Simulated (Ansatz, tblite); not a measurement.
**2,4-difluorobenzenesulfonate (C6H3F2O3S−): one state, many levels**

The task here is to estimate one member of a computed series from the others.

Program: Ansatz 0.2.0, Gaussian basis. Level of theory: as each input shows. These are calculated values, not measurements.

The runs, in order: GFN1-xTB, GFN2-xTB, PBE-D4/def2-TZVPD, r2SCAN-D4/def2-TZVPD, revPBE-D4/def2-TZVPD, LDA/def2-TZVPD, PBE-D4/def2-SVPD, PBE0-D4/def2-SVPD, MP2/def2-SVPD.

7 further runs of the same task are left out: 2 that didn't finish, 5 set aside as unsound or not needed.

## The geometry

The singlet was relaxed beforehand with r2SCAN-D4/def2-SVP.

SMILES `O=S(=O)([O-])c1ccc(F)cc1F`, 15 atoms, charge -1, spin multiplicity 1.

Bond lengths: O1–S2 1.482 Å, S2–O3 1.486 Å, S2–O4 1.482 Å, S2–C5 1.833 Å, C5–C6 1.397 Å, C5–C11 1.398 Å, C6–C7 1.401 Å, C6–H13 1.095 Å, C7–C8 1.391 Å, C7–H14 1.093 Å, C8–F9 1.352 Å, C8–C10 1.394 Å, C10–C11 1.396 Å, C10–H15 1.092 Å, C11–F12 1.336 Å. Angles: O1–S2–O3 114.8°, O1–S2–O4 115.3°, O1–S2–C5 103.2°, O3–S2–O4 114.8°, O3–S2–C5 103.0°, O4–S2–C5 103.3°, S2–C5–C6 120.4°, S2–C5–C11 121.8°, C6–C5–C11 117.8°, C5–C6–C7 121.8°, C5–C6–H13 116.4°, C7–C6–H13 121.8°, C6–C7–C8 118.2°, C6–C7–H14 122.2°, C8–C7–H14 119.6°, C7–C8–F9 119.4°, C7–C8–C10 122.1°, F9–C8–C10 118.5° and more.

Geometry (Å):

```xyz
15
charge -1, multiplicity 1
O     2.8433    0.4507    1.3362
S     2.4794   -0.2139    0.0629
O     2.6918   -1.6848    0.0441
O     2.9115    0.4923   -1.1659
C     0.6537   -0.0598    0.0161
C    -0.1506   -1.2009   -0.0219
C    -1.5485   -1.1175   -0.0583
C    -2.1317    0.1453   -0.0545
F    -3.4787    0.2552   -0.0882
C    -1.3705    1.3121   -0.0166
C     0.0192    1.1855    0.0176
F     0.7398    2.3095    0.0546
H     0.3703   -2.1636   -0.0232
H    -2.1846   -2.0063   -0.0884
H    -1.8444    2.2962   -0.0143
```

The ion is computed in the gas phase, without counter-ions or solvent.

PBE0-D4/def2-TZVPD was run before; its log isn't repeated, and its numbers join the tables.

Set-up of the first run:

Tight binding, by tblite at 300 K electronic temperature and without a spin-polarisation term:

```python
tblite.interface.Calculator('GFN1-xTB', numbers, positions, charge=-1, uhf=0).singlepoint()
```

Tight binding, by tblite at 300 K electronic temperature and without a spin-polarisation term:

```python
tblite.interface.Calculator('GFN2-xTB', numbers, positions, charge=-1, uhf=0).singlepoint()
```

start.molden holds the orbitals of an earlier run on this state, given as this run's starting guess.

File in.yaml:

```yaml
crystal:
  periodic: [false, false, false]
  atoms:
    - {symbol: O, position_ang: [2.843345, 0.450679, 1.336178]}
    - {symbol: S, position_ang: [2.479365, -0.213870, 0.062853]}
    - {symbol: O, position_ang: [2.691816, -1.684785, 0.044062]}
    - {symbol: O, position_ang: [2.911535, 0.492341, -1.165911]}
    - {symbol: C, position_ang: [0.653673, -0.059847, 0.016067]}
    - {symbol: C, position_ang: [-0.150622, -1.200948, -0.021909]}
    - {symbol: C, position_ang: [-1.548527, -1.117521, -0.058324]}
    - {symbol: C, position_ang: [-2.131744, 0.145252, -0.054497]}
    - {symbol: F, position_ang: [-3.478679, 0.255160, -0.088229]}
    - {symbol: C, position_ang: [-1.370482, 1.312114, -0.016595]}
    - {symbol: C, position_ang: [0.019215, 1.185523, 0.017569]}
    - {symbol: F, position_ang: [0.739762, 2.309535, 0.054572]}
    - {symbol: H, position_ang: [0.370286, -2.163571, -0.023216]}
    - {symbol: H, position_ang: [-2.184576, -2.006270, -0.088378]}
    - {symbol: H, position_ang: [-1.844366, 2.296199, -0.014270]}
basis:
  gaussian: {orbitals: def2-TZVPD, initial_orbitals: start.molden}
total_charge: -1
hamiltonian: {xc: pbe, dispersion: d4}
scf: {omitted_lower_state_checks: [starts]}
output: {orbitals: {seedname: orbitals}}
```

The run is started by

```sh
> ansatz run in.yaml --threads 4 --pin off --events-out ev --progress --plain --max-ram 6963MiB
```

Steps of the session up to this table: PBE-D4/def2-TZVPD; r2SCAN-D4/def2-TZVPD; revPBE-D4/def2-TZVPD; LDA/def2-TZVPD; PBE-D4/def2-SVPD; PBE0-D4/def2-SVPD; MP2/def2-SVPD.

One table of the session follows, with a row left open; its other results are not shown here.

It belongs to the step «Levels side by side». 

```
               level  HOMO (eV)  LUMO (eV)  gap (eV)
      LDA/def2-TZVPD      -1.58       1.43      3.01
    PBE-D4/def2-SVPD      -1.35       1.64      2.99
   PBE-D4/def2-TZVPD      -1.33       1.69      3.02
revPBE-D4/def2-TZVPD      -1.24       1.79      3.03
r2SCAN-D4/def2-TZVPD          ?          ?         ?
   PBE0-D4/def2-SVPD      -2.95       2.44      5.39
  PBE0-D4/def2-TZVPD      -2.91       2.50      5.41
```

Estimate the missing values for r2SCAN-D4/def2-TZVPD.

**Answer.** HOMO (eV): -1.64; LUMO (eV): 1.84; gap (eV): 3.48. In the column «HOMO (eV)» it lies between PBE0-D4/def2-TZVPD (-2.91) and LDA/def2-TZVPD (-1.58).
